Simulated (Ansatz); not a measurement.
# CaMg2ScC6N6: the cost of one run

Method: DFT PBE, scalar-relativistic, plane waves, PAW, in Ansatz 0.2.0.

### 1 The system as given

Symmetry: Fm-3m, No. 225, cubic system. Conventional cell: a = 10.804 Å, b = 10.804 Å, c = 10.804 Å, α = 90.00°, β = 90.00°, γ = 90.00°. Ca (site symmetry m-3m) has 6 N at 2.21 Å in its first shell of neighbours. Mg (site symmetry -43m) is surrounded by 12 N at 3.85 Å and 12 C at 3.88 Å. Around Sc (site symmetry m-3m) lie 6 C at 2.02 Å. C (site symmetry 4mm) is surrounded by 1 N at 1.17 Å and 1 Sc at 2.02 Å. N (site symmetry 4mm) is surrounded by 1 C at 1.17 Å.

As a file:

```cif
data_structure
_symmetry_space_group_name_H-M 'P 1'
_symmetry_Int_Tables_number 1
_cell_length_a 7.6396
_cell_length_b 7.6396
_cell_length_c 7.6396
_cell_angle_alpha 60.000
_cell_angle_beta 60.000
_cell_angle_gamma 60.000
_cell_volume 315.28
loop_
_atom_site_label
_atom_site_type_symbol
_atom_site_fract_x
_atom_site_fract_y
_atom_site_fract_z
_atom_site_occupancy
Ca1 Ca 0.50000 0.50000 0.50000 1
Mg1 Mg 0.25000 0.25000 0.25000 1
Mg2 Mg 0.75000 0.75000 0.75000 1
Sc1 Sc 0.00000 0.00000 0.00000 1
C1 C 0.81285 0.18715 0.18715 1
C2 C 0.18715 0.81285 0.18715 1
C3 C 0.18715 0.18715 0.81285 1
C4 C 0.18715 0.81285 0.81285 1
C5 C 0.81285 0.18715 0.81285 1
C6 C 0.81285 0.81285 0.18715 1
N1 N 0.70455 0.29545 0.29545 1
N2 N 0.29545 0.70455 0.29545 1
N3 N 0.29545 0.29545 0.70455 1
N4 N 0.29545 0.70455 0.70455 1
N5 N 0.70455 0.29545 0.70455 1
N6 N 0.70455 0.70455 0.29545 1
```

Recipe of the guess: cyanide-bridged rock-salt net of two metals, 2 guest cations a cell (Fm-3m, No. 225). Lengths come from tabulated atomic sizes and are only a guess.

### 2 Probe: one point on a coarse mesh

input.yaml reads:

```yaml
crystal:
  lattice:
    - [0.0, 5.402, 5.402]
    - [5.402, 0.0, 5.402]
    - [5.402, 5.402, 0.0]
  atoms:
    - { symbol: Ca, position: [0.5, 0.5, 0.5] }
    - { symbol: Mg, position: [0.25, 0.25, 0.25] }
    - { symbol: Mg, position: [0.75, 0.75, 0.75] }
    - { symbol: Sc, position: [0.0, 0.0, 0.0] }
    - { symbol: C, position: [0.81284709, 0.18715291, 0.18715291] }
    - { symbol: C, position: [0.18715291, 0.81284709, 0.18715291] }
    - { symbol: C, position: [0.18715291, 0.18715291, 0.81284709] }
    - { symbol: C, position: [0.18715291, 0.81284709, 0.81284709] }
    - { symbol: C, position: [0.81284709, 0.18715291, 0.81284709] }
    - { symbol: C, position: [0.81284709, 0.81284709, 0.18715291] }
    - { symbol: "N", position: [0.70455387, 0.29544613, 0.29544613] }
    - { symbol: "N", position: [0.29544613, 0.70455387, 0.29544613] }
    - { symbol: "N", position: [0.29544613, 0.29544613, 0.70455387] }
    - { symbol: "N", position: [0.29544613, 0.70455387, 0.70455387] }
    - { symbol: "N", position: [0.70455387, 0.29544613, 0.70455387] }
    - { symbol: "N", position: [0.70455387, 0.70455387, 0.29544613] }
basis:
  ecutwfc: 420
kpoints:
  mp_grid: { grid: [4, 4, 4] }
hamiltonian:
  xc: pbe
scf:
  occupations: { method: gaussian, width: 0.1 }
  lower_state_search: "off"
output:
  forces: true
  stress: true
  eigenvalues: true
```

On the command line:

```
> ansatz run input.yaml --threads 1 --pin off --max-ram 2560MiB --backend cpu --events-out ev --progress --plain --runs-dir out
```

Q: Estimate wall time and peak memory on 1 thread of Intel Xeon 6975P-C (Granite Rapids), shared host.

About 7.4 s, with a peak of 0.64 GiB.
